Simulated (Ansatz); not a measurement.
# KF: a single-point run

Wanted: a converged single-point run for KF, and a check of what comes out. The structure is shown as the input types it.

Computed with Ansatz 0.2.0 (density functional or hybrid calculation with the settings of its input, plane waves (as first typed), unless a step's input says otherwise).

1 further run of the same task is left out (it didn't finish).

### Step 1. The system as given

It takes space group Fm-3m (No. 225, cubic). The conventional cell has a = 5.318 Å, b = 5.318 Å, c = 5.318 Å, α = 90.00°, β = 90.00°, γ = 90.00°. Around K (site symmetry m-3m) lie 6 F at 2.66 Å. F (site symmetry m-3m) is surrounded by 6 K at 2.66 Å.

Structure file:

```cif
data_structure
_symmetry_space_group_name_H-M 'Fm-3m'
_symmetry_Int_Tables_number 225
_cell_length_a 5.3179
_cell_length_b 5.3179
_cell_length_c 5.3179
_cell_angle_alpha 90.000
_cell_angle_beta 90.000
_cell_angle_gamma 90.000
_cell_volume 150.39
loop_
_atom_site_label
_atom_site_type_symbol
_atom_site_symmetry_multiplicity
_atom_site_Wyckoff_symbol
_atom_site_fract_x
_atom_site_fract_y
_atom_site_fract_z
_atom_site_occupancy
K1 K 4 a 0.00000 0.00000 0.00000 1
F1 F 4 b 0.50000 0.00000 0.00000 1
```

### Step 2. Running it

Input file input.yaml:

```yaml
crystal:
  lattice:
    - [0.0, 2.6589605792, 2.6589605792]
    - [2.6589605792, 0.0, 2.6589605792]
    - [2.6589605792, 2.6589605792, 0.0]
  atoms:
    - { symbol: K, position: [0.0, 0.0, 0.0] }
    - { symbol: F, position: [0.5, 0.5, 0.5] }
kpoints:
  mp_grid: { grid: [6, 6, 6] }
hamiltonian:
  xc: r2scan
scf:
  occupations: { method: fixed }
  n_extra_bands: 4
  mixing: { beta: 0.005 }
  max_iter: 80
output:
  forces: true
  stress: true
  eigenvalues: true
```

Started as:

```
$ ansatz run input.yaml --threads 4 --pin off --max-ram 3686MiB --backend cpu --events-out ev --progress --plain --runs-dir out
```

Q: Will this input give a usable result? If not, why, and what should change?

The program finished normally. That alone doesn't make the input a sound one.

Look at the input: scf.mixing.beta is 0.005. The risk: mixing too weak. Here it converged all the same; such a setting changes the road, not the converged state.

To check: delete scf.mixing.beta (the default then holds).
